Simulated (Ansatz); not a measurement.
# Chromium, beta-Sn type under r²SCAN: structure, energy and stiffness

The plan for chromium in the beta-Sn type structure: relax it, solve it on a dense k-mesh, switch on spin-orbit coupling, then scale the cell to 7 volumes from 88 to 112 % of the relaxed one and try a fit of the equation of state. The k-meshes are 14×14×10 for the relaxation; 25×25×13 for the dense run; 15×15×8 for spin-orbit coupling; 17×17×9 for the volumes.

Method: DFT r2SCAN, plane waves (500 eV) with PAW, scalar-relativistic; PAW files made under PBE, frozen cores solved again for the functional, in Ansatz 0.2.0.

### 1 The starting structure

Symmetry: I4_1/amd, No. 141, tetragonal system. Conventional cell: a = 4.518 Å, b = 4.518 Å, c = 2.467 Å, α = 90.00°, β = 90.00°, γ = 90.00°. Around Cr (site symmetry -4m2) lie 6 Cr at 2.34 to 2.47 Å.

Coordinates:

```
Cr
1.0
    -2.25922    2.25922    1.23354
     2.25922   -2.25922    1.23354
     2.25922    2.25922   -1.23354
Cr
2
Direct
  0.00000 0.00000 0.00000
  0.75000 0.25000 0.50000
```

### 2 Relaxing cell and atoms

File input.yaml:

```yaml
crystal:
  lattice:
    - [-2.2592229202, 2.2592229202, 1.2335357144]
    - [2.2592229202, -2.2592229202, 1.2335357144]
    - [2.2592229202, 2.2592229202, -1.2335357144]
  atoms:
    - { symbol: Cr, position: [0.0, 0.0, 0.0] }
    - { symbol: Cr, position: [0.75, 0.25, 0.5] }
hamiltonian:
  xc: r2scan
  pseudopotentials:
    kind: paw
    azcp:
      Cr: "pseudopotentials/Cr.paw.azcp"
basis:
  ecutwfc: 500
  fft_grid_basis: typed
kpoints:
  mp_grid: { grid: [14, 14, 10], shift: [0, 0, 0] }
magnetization:
  spin_polarized: false
scf:
  occupations: { method: fermi_dirac, width: 0.1 }
relax:
  max_steps: 60
  f_tol: 0.01
  cell: {}
```

The run is started by

```bash
> ansatz run input.yaml --threads 1 --pin off --max-ram 3584MiB --backend cpu --events-out ev --progress --plain --runs-dir out
```

After this run come: The energy on a finer k-mesh; Spin-orbit coupling switched on; Equation of state: 88 %; Equation of state: 92 %; Equation of state: 96 %; Equation of state: 100 %; Equation of state: 104 %; Equation of state: 108 %; Equation of state: 112 %.

Before running it: what results should come out? Wanted: space group; conventional cell; volume; shortest distance; gap on the mesh; relative to bcc, antiferromagnetic; V₀, B₀, B₀′.

As calculated:

| quantity | value |
| --- | --- |
| space group (spins left aside) | Fddd (No. 70) |
| conventional cell | a = 2.367 Å, b = 4.897 Å, c = 7.954 Å |
| volume | 11.525 Å³/atom |
| shortest distance | 2.367 Å |
| gap on the mesh | none (levels filled in part) |
| relative to bcc, antiferromagnetic | +482 meV/atom |
| V₀, B₀, B₀′ | 11.521 Å³/atom, 264 GPa, 4.1 |

**Reading.** From the guessed start the volume shrank by 8.5 % in 16 steps. What began as beta-Sn type has relaxed into Fddd. What follows belongs to that structure, not to the type named at the start. The mesh has less symmetry than the lattice, which may have let the distortion in. It lies 482 meV/atom above the element's reference form at the same level (bcc, antiferromagnetic, from a run of its own); part of this is magnetic energy, as this run has no moments. Levels at the Fermi energy are filled in part, as in a metal. The total energy of the spin-orbit run lies +1.0 eV/atom from the scalar one, but the two kinds of run don't share a zero of energy: only differences within one kind count. The fitted modulus is 264 GPa; letting shape and positions relax at each volume could only lower it.
